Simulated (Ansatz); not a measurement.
# Lu2As: the cost of one run

Program: Ansatz 0.2.0. Level of theory: DFT PBE, scalar-relativistic, plane waves, PAW. These are calculated values, not measurements.

1 further run of the same task is left out (it didn't finish).

## 1. The structure to begin with

The structure is hexagonal, space group P6/mmm (No. 191). The conventional cell has a = 5.194 Å, b = 5.194 Å, c = 3.085 Å, α = 90.00°, β = 90.00°, γ = 120.00°. Around Lu (site symmetry -6m2) lie 5 Lu at 3.00 to 3.08 Å and 6 As at 3.37 Å. As (site symmetry 6/mmm) has 2 As at 3.08 Å and 12 Lu at 3.37 Å as nearest neighbours.

Structure file:

```
CELL_PARAMETERS angstrom
5.19440 0.00000 0.00000
-2.59720 4.49849 0.00000
0.00000 0.00000 3.08498
ATOMIC_POSITIONS crystal
Lu 0.33333 0.66667 0.50000
Lu 0.66667 0.33333 0.50000
As 0.00000 0.00000 0.00000
```

It is the end of an earlier relaxation with the same method, from a database cell with other species swapped in; it needn't be the stable form of this composition. At a tolerance of 0.05 Å it has space group P6/mmm (No. 191); it has 24.03 Å³/atom, an uncorrected energy of +0.14 eV/atom over the elements.

## 2. Bands, states and charges

input.yaml

```yaml
crystal:
  lattice:
    - [5.1944035849, 0.0, 0.0]
    - [-2.5972017925, 4.498485462, 0.0]
    - [0.0, 0.0, 3.0849799111]
  atoms:
    - { symbol: Lu, position: [0.3333333333, 0.6666666667, 0.5] }
    - { symbol: Lu, position: [0.6666666667, 0.3333333333, 0.5] }
    - { symbol: As, position: [0.0, 0.0, 0.0] }
basis:
  ecutwfc: 420
kpoints:
  mp_grid: { grid: [12, 12, 14] }
  band_path:
    path:
      - [[0.0, 0.0, 0.0], [0.5, 0.0, 0.0], [0.33333333, 0.33333333, 0.0], [0.0, 0.0, 0.0], [0.0, 0.0, 0.5], [0.5, 0.0, 0.5], [0.33333333, 0.33333333, 0.5], [0.0, 0.0, 0.5]]
      - [[0.5, 0.0, 0.5], [0.5, 0.0, 0.0]]
      - [[0.33333333, 0.33333333, 0.5], [0.33333333, 0.33333333, 0.0]]
    npoints: 14
hamiltonian:
  xc: pbe
scf:
  occupations: { method: gaussian, width: 0.1 }
  n_extra_bands: 7
output:
  forces: true
  stress: true
  eigenvalues: true
  populations: true
  dos: { projected: true, de: 0.02, nscf_kmesh: { grid: [15, 15, 17] } }
  bader: true
  write_density: true
  write_potential: true
  elf: true
  volumetric_format: npy
```

Run with:

```sh
> ansatz run input.yaml --threads 1 --pin off --max-ram 2560MiB --backend cpu --events-out ev --progress --plain --runs-dir out
```

Q: Estimate wall time and peak memory on 1 thread of Intel Xeon at 2.70GHz, shared host.

About 69 s, with a peak of 0.73 GiB.
